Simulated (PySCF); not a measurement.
# CH6Ge2O: electronic excitations and core binding energies

Wanted: the electronic excitations and core binding energies of CH6Ge2O (`[CH2]1[O][GeH2][GeH2]1`), by calculation.

Computed with PySCF 2.14.0, with density-fitted response routines of our own, on a single molecule in the gas phase. Atoms are numbered from 0 throughout.

### 1 Starting geometry

10 atoms, charge 0, multiplicity 1; geometry from: GFN2-xTB.

Bonds of the start (Å): C0–O1 1.42, O1–Ge2 1.82, Ge2–Ge3 2.43, Ge3–C0 2.01, C0–H4 1.10, C0–H5 1.10, Ge2–H6 1.53, Ge2–H7 1.53, Ge3–H8 1.52, Ge3–H9 1.52.

### 2 Ultraviolet spectrum: CAM-B3LYP/def2-SVPD

The job: settings as JSON, then the geometry in Å.

```
{"job": {"kind": "uv", "xc": "CAM-B3LYP", "basis": "def2-SVPD", "nstates": 8, "ntriplets": 3}, "charge": 0, "multiplicity": 1}
C      0.216114     1.257645     0.163382
O     -1.131003     0.823794     0.206762
Ge    -1.181337    -0.975104    -0.048827
Ge     1.189661    -0.474405    -0.167321
H      0.478370     1.742882     1.109537
H      0.340169     1.998861    -0.633281
H     -2.109660    -1.232276    -1.239318
H     -1.916013    -1.577708     1.151823
H      2.158350    -0.953004     0.908754
H      1.964231    -0.606030    -1.474039
```

With the program's defaults for keys left out, this is: TDDFT CAM-B3LYP/def2-SVPD, vertical, gas phase, core orbitals frozen in the response.

Launch:

```sh
$ OMP_NUM_THREADS=1 python probes_run.py task.json out
```

One launch serves the whole session: the jobs run in the order shown.

**Question.** This job is followed by: delta-SCF UKS SCAN, pcX-2 on the ionised atom, pcseg-1 elsewhere, spin-free X2C. What will the session give for the following? lowest singlet (CAM-B3LYP/def2-SVPD); brightest single state of those computed; lowest triplet; C1s binding energies, SCAN/pcX-2; O1s binding energies, SCAN/pcX-2.

**Answer**, as computed:

| quantity | value |
| --- | --- |
| lowest singlet (CAM-B3LYP/def2-SVPD) | 5.68 eV (218 nm), f = 0.001 |
| brightest single state of those computed | state 3, 6.22 eV, f = 0.181 |
| lowest triplet | 5.13 eV |
| C1s binding energies, SCAN/pcX-2 | C0 291.45 eV |
| O1s binding energies, SCAN/pcX-2 | O1 536.99 eV |

What this shows: The lowest singlet, at 5.68 eV, is HOMO→LUMO 0.85 and is dark; of the 8 states computed, the strongest absorption comes from state 3 at 6.22 eV. The lowest triplet lies 0.55 eV below the lowest singlet (triplets in Tamm-Dancoff, singlets in full TDDFT).
